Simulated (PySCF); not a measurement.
# C3H6BSi+ (SMILES B[Si+]1C=CC1): levels of theory compared

Wanted: a comparison of 6 runs (HF/STO-3G, HF/def2-SVP, PBE0/6-31G*, B3LYP/6-31G*, MP2/def2-TZVP, CCSD(T)/STO-3G) of C3H6BSi+. The job is set up through a Python script.

The calculation is run with PySCF 2.14.0.

### 1 The system as given

The species is C3H6BSi+ (11 atoms), meant as a singlet with charge +1. As SMILES, `B[Si+]1C=CC1`. Geometry: relaxed at GFN2-xTB.

Bond lengths: B1–Si2 1.965 Å, Si2–C3 1.885 Å, C3–C4 1.350 Å, Si2–C5 1.948 Å, C4–C5 1.514 Å, B1–H6 1.168 Å, B1–H7 1.168 Å, C3–H8 1.077 Å, C4–H9 1.077 Å, C5–H10 1.090 Å, C5–H11 1.090 Å. Some angles: B1–Si2–C3 144.8°, B1–Si2–C5 141.9°, C3–Si2–C5 73.2°, Si2–C3–C4 94.2°, C3–C4–C5 105.8°, Si2–C5–C4 86.7°, Si2–B1–H6 120.6°, Si2–B1–H7 120.9°, Si2–C3–H8 137.9°, C4–C3–H8 127.9°. A long bond or contact: Si2–C4 2.397 Å.

### 2 Energy and gradient at HF/STO-3G (run 1)

Input file job.py:

```python
# B[Si+]1C=CC1
from pyscf import gto

molecule = gto.M(
    atom='''
B   -1.978430   1.006050  -1.365110
Si  -0.557700   0.201550  -0.271880
C   -0.194250  -0.896550   1.216030
C    1.145540  -0.800270   1.085490
C    1.380760   0.087940  -0.118070
H   -3.102980   0.850290  -1.088710
H   -1.719510   1.648590  -2.306100
H   -0.749410  -1.444150   1.959150
H    1.919500  -1.244080   1.688340
H    1.928490   0.999690   0.119950
H    1.927990  -0.409060  -0.919090
''',
    basis='sto-3g',
    verbose=4,
    charge=1,
    max_memory=1860,
)

mf = molecule.RHF()
mf.conv_tol = 1e-10
mf.kernel()
if not mf.converged:
    mf = mf.newton().run(mf.mo_coeff, mf.mo_occ)

energy = mf.e_tot
print('E = %.10f Eh' % energy)
grad = mf.nuc_grad_method().kernel()
dip = mf.dip_moment()
pop, q = mf.mulliken_pop()
```

The run is started by

```console
$ OMP_NUM_THREADS=1 python job.py
```

The program printed:

```text
PySCF version 2.14.0

[... 67 lines left out ...]
converged SCF energy = -425.407068902151
[... 13 lines left out ...]
WARN: System has nonzero charge 1; the dipole moment is origin-dependent.
[... 2 lines left out ...]
Dipole moment(X, Y, Z, Debye): -1.95950,  0.83674, -1.12638
[... 8 lines left out ...]
pop of  1 Si 3s           1.37169
pop of  1 Si 2px          1.96565
pop of  1 Si 2py          1.95853
pop of  1 Si 2pz          1.96178
pop of  1 Si 3px          0.84240
pop of  1 Si 3py          0.42645
pop of  1 Si 3pz          0.61023
pop of  2 C 1s            1.99333
pop of  2 C 2s            1.23304
pop of  2 C 2px           0.95960
pop of  2 C 2py           1.02566
pop of  2 C 2pz           1.01149
pop of  3 C 1s            1.99326
pop of  3 C 2s            1.19015
pop of  3 C 2px           1.01120
pop of  3 C 2py           0.86936
pop of  3 C 2pz           0.92160
pop of  4 C 1s            1.99249
pop of  4 C 2s            1.24269
pop of  4 C 2px           1.01032
pop of  4 C 2py           1.02052
pop of  4 C 2pz           0.98278
pop of  5 H 1s            0.99005
pop of  6 H 1s            0.99007
pop of  7 H 1s            0.89202
pop of  8 H 1s            0.87283
pop of  9 H 1s            0.89942
pop of  10 H 1s           0.89942
 ** Mulliken atomic charges  **
charge of    0B =      0.12854
charge of    1Si =      0.87277
charge of    2C =     -0.22312
charge of    3C =      0.01441
charge of    4C =     -0.24880
charge of    5H =      0.00995
charge of    6H =      0.00993
charge of    7H =      0.10798
charge of    8H =      0.12717
charge of    9H =      0.10058
charge of   10H =      0.10058
```

Run time: 2.9 s. Hardware: 1 thread of Intel Xeon at 2.70GHz, shared host; peak memory 0.12 GiB.

### 3 Energy and gradient at HF/def2-SVP (run 2)

Input file input.py:

```python
# B[Si+]1C=CC1
from pyscf import gto

molecule = gto.M(
    atom=[
    ('B', (-1.978430, 1.006050, -1.365110)),
    ('Si', (-0.557700, 0.201550, -0.271880)),
    ('C', (-0.194250, -0.896550, 1.216030)),
    ('C', (1.145540, -0.800270, 1.085490)),
    ('C', (1.380760, 0.087940, -0.118070)),
    ('H', (-3.102980, 0.850290, -1.088710)),
    ('H', (-1.719510, 1.648590, -2.306100)),
    ('H', (-0.749410, -1.444150, 1.959150)),
    ('H', (1.919500, -1.244080, 1.688340)),
    ('H', (1.928490, 0.999690, 0.119950)),
    ('H', (1.927990, -0.409060, -0.919090)),
],
    charge=1,
    max_memory=1860,
    verbose=3,
    basis='def2-svp',
)

myscf = molecule.RHF()
myscf.conv_tol = 1e-10
myscf.kernel()
if not myscf.converged:
    myscf = myscf.newton().run(myscf.mo_coeff, myscf.mo_occ)

energy = myscf.e_tot
print('E(%s) = %.9f' % ('HF', energy))
grad = myscf.nuc_grad_method().kernel()
dip = myscf.dip_moment()
pop, q = myscf.mulliken_pop()
```

The run is started by

```console
$ OMP_NUM_THREADS=1 python input.py
```

The program printed:

```text
converged SCF energy = -430.163076335739
E(HF) = -430.163076336
--------------- RHF gradients ---------------
         x                y                z
0 B     0.0200811307    -0.0097660932     0.0134208038
1 Si    -0.0618985621     0.0404852208    -0.0548633006
2 C     0.0245618541    -0.0063083865     0.0086163478
[... 7 lines of this table left out ...]
10 H     0.0003933923    -0.0004323743     0.0031038847
----------------------------------------------

WARN: System has nonzero charge 1; the dipole moment is origin-dependent.
Location of origin: [0. 0. 0.]

Dipole moment(X, Y, Z, Debye): -1.56411,  0.82059, -1.10358
[... 77 lines left out ...]
pop of  5 H 2px           0.01493
pop of  5 H 2py           0.00073
pop of  5 H 2pz           0.00172
pop of  6 H 1s            0.74188
pop of  6 H 2s            0.19056
pop of  6 H 2px           0.00216
pop of  6 H 2py           0.00487
pop of  6 H 2pz           0.01033
pop of  7 H 1s            0.73644
pop of  7 H 2s            0.12413
pop of  7 H 2px           0.00728
pop of  7 H 2py           0.00770
pop of  7 H 2pz           0.01149
pop of  8 H 1s            0.73610
pop of  8 H 2s            0.10426
pop of  8 H 2px           0.01252
pop of  8 H 2py           0.00566
pop of  8 H 2pz           0.00850
pop of  9 H 1s            0.73101
pop of  9 H 2s            0.10892
pop of  9 H 2px           0.00776
pop of  9 H 2py           0.01451
pop of  9 H 2pz           0.00394
pop of  10 H 1s           0.73099
pop of  10 H 2s           0.10890
pop of  10 H 2px          0.00776
pop of  10 H 2py          0.00672
pop of  10 H 2pz          0.01173
 ** Mulliken atomic charges  **
charge of    0B =      0.14314
charge of    1Si =      0.82616
charge of    2C =     -0.36026
charge of    3C =      0.13220
charge of    4C =     -0.35559
charge of    5H =      0.05046
charge of    6H =      0.05020
charge of    7H =      0.11297
charge of    8H =      0.13296
charge of    9H =      0.13386
charge of   10H =      0.13391
```

Wall time 16 s (1 thread of Intel Xeon at 2.70GHz, shared host); peak memory 0.23 GiB.

Runs 3 to 5 aren't shown in full; the table further down has their settings and results.

### 4 The energy at CCSD(T)/STO-3G (run 6)

Input file mol.xyz:

```xyz
11
C3H6BSi
B     -1.978430     1.006050    -1.365110
Si    -0.557700     0.201550    -0.271880
C     -0.194250    -0.896550     1.216030
C      1.145540    -0.800270     1.085490
C      1.380760     0.087940    -0.118070
H     -3.102980     0.850290    -1.088710
H     -1.719510     1.648590    -2.306100
H     -0.749410    -1.444150     1.959150
H      1.919500    -1.244080     1.688340
H      1.928490     0.999690     0.119950
H      1.927990    -0.409060    -0.919090
```

Input file calc.py:

```python
from pyscf import gto, scf, cc

mol = gto.M(
    atom='mol.xyz',
    spin=0,
    verbose=3,
    max_memory=1860,
    charge=1,
    basis='sto-3g',
)

mf = scf.RHF(mol)
mf.conv_tol = 1e-10
mf.kernel()
if not mf.converged:
    mf = mf.newton().run(mf.mo_coeff, mf.mo_occ)

mycc = cc.CCSD(mf, frozen=9)
mycc.kernel()
e_t = mycc.ccsd_t()
e_final = mycc.e_tot + e_t
print(f'total energy: {e_final:.8f} hartree')
mf.analyze()
```

The run is started by

```console
$ OMP_NUM_THREADS=1 python calc.py
```

The program printed:

```text
converged SCF energy = -425.407068902151
E(CCSD) = -425.7096591916273  E_corr = -0.3025902894765059
CCSD(T) correction = -0.00569599584927706
total energy: -425.71535519 hartree
**** MO energy ****
MO #1   energy= -68.2902846577853  occ= 2
MO #2   energy= -11.2613232639378  occ= 2
MO #3   energy= -11.2289200026927  occ= 2
MO #4   energy= -11.197925699382   occ= 2
MO #5   energy= -7.65462045046803  occ= 2
MO #6   energy= -6.2675506675932   occ= 2
MO #7   energy= -4.29048346289323  occ= 2
MO #8   energy= -4.29044926534464  occ= 2
MO #9   energy= -4.28878851600126  occ= 2
MO #10  energy= -1.25217411795794  occ= 2
MO #11  energy= -1.05010746070868  occ= 2
MO #12  energy= -0.940262155199435 occ= 2
MO #13  energy= -0.881595920925178 occ= 2
MO #14  energy= -0.826219171433844 occ= 2
MO #15  energy= -0.741324849269413 occ= 2
MO #16  energy= -0.740326710720551 occ= 2
MO #17  energy= -0.690733561095953 occ= 2
MO #18  energy= -0.67146736635316  occ= 2
MO #19  energy= -0.584787557001078 occ= 2
MO #20  energy= -0.575341556661477 occ= 2
MO #21  energy= -0.514833186565961 occ= 2
MO #22  energy= -0.116975843367522 occ= 0
MO #23  energy= 0.0514982012471887 occ= 0
MO #24  energy= 0.108126869456849  occ= 0
MO #25  energy= 0.131429408055089  occ= 0
MO #26  energy= 0.151372195384007  occ= 0
MO #27  energy= 0.413060305414323  occ= 0
MO #28  energy= 0.476651437867167  occ= 0
MO #29  energy= 0.518559938473178  occ= 0
MO #30  energy= 0.534987455645518  occ= 0
MO #31  energy= 0.550757976496262  occ= 0
MO #32  energy= 0.561768774208501  occ= 0
MO #33  energy= 0.572845183758681  occ= 0
MO #34  energy= 0.644896396316734  occ= 0
MO #35  energy= 0.858665495011717  occ= 0
 ** Mulliken atomic charges  **
charge of    0B =      0.11792
charge of    1Si =      0.85752
charge of    2C =     -0.17444
charge of    3C =      0.06905
charge of    4C =     -0.16647
charge of    5H =      0.00429
charge of    6H =      0.00435
charge of    7H =      0.07198
charge of    8H =      0.08486
charge of    9H =      0.06547
charge of   10H =      0.06548

WARN: System has nonzero charge 1; the dipole moment is origin-dependent.
Location of origin: [0. 0. 0.]

Dipole moment(X, Y, Z, Debye): -1.95950,  0.83674, -1.12638
```

Wall time 2.3 s (1 thread of Intel Xeon at 2.70GHz, shared host); peak memory 0.12 GiB.

### 5 Overview of the runs

| run | level | integration grid | Cartesian functions | energy (Eh) | HOMO energy (eV) | LUMO energy (eV) | HOMO–LUMO gap (eV) | wall time |
| --- | --- | --- | --- | --- | --- | --- | --- | --- |
| 1 | HF/STO-3G | – | no | -425.407069 | -14.01 | -3.18 | 10.83 | 2.9 s |
| 2 | HF/def2-SVP | – | no | -430.163076 | -15.36 | -6.01 | 9.35 | 16 s |
| 3 | PBE0/6-31G* (spherical functions) | 5 | no | -431.562210 | -13.10 | -9.40 | 3.70 | 42 s |
| 4 | B3LYP/6-31G* (Cartesian functions) | 5 | yes | -431.895655 | -12.84 | -9.53 | 3.31 | 50 s |
| 5 | MP2/def2-TZVP | – | no | -431.062871 | -15.29 | -5.93 | 9.36 | 5.6 min |
| 6 | CCSD(T)/STO-3G | – | no | -425.715355 | -14.01 | -3.18 | 10.83 | 2.3 s |

### 6 What came out

| quantity | value |
| --- | --- |
| run 6: total energy | -425.71536 Eh |
| run 6: HOMO energy (Hartree–Fock orbitals) | -14.01 eV |
| run 6: LUMO energy (Hartree–Fock orbitals) | -3.18 eV |
| run 6: HOMO–LUMO gap (Hartree–Fock orbitals) | 10.83 eV |
| run 6: correlation energy (9 core orbitals frozen) | -308.3 mEh |
| run 6: (T) correction | -5.70 mEh |
| run 6: T1 diagnostic | 0.008 |

**Reading.** Over runs 1, 2, 3, 4 the HOMO–LUMO gap runs from 3.31 eV (B3LYP/6-31G*) to 10.83 eV (HF/STO-3G). The two ends differ in method and basis. Totals of different functionals can't be ranked against each other. In runs 1, 6 the basis is minimal, so the values are rough. All runs together took 7.5 min, the longest 5.6 min.
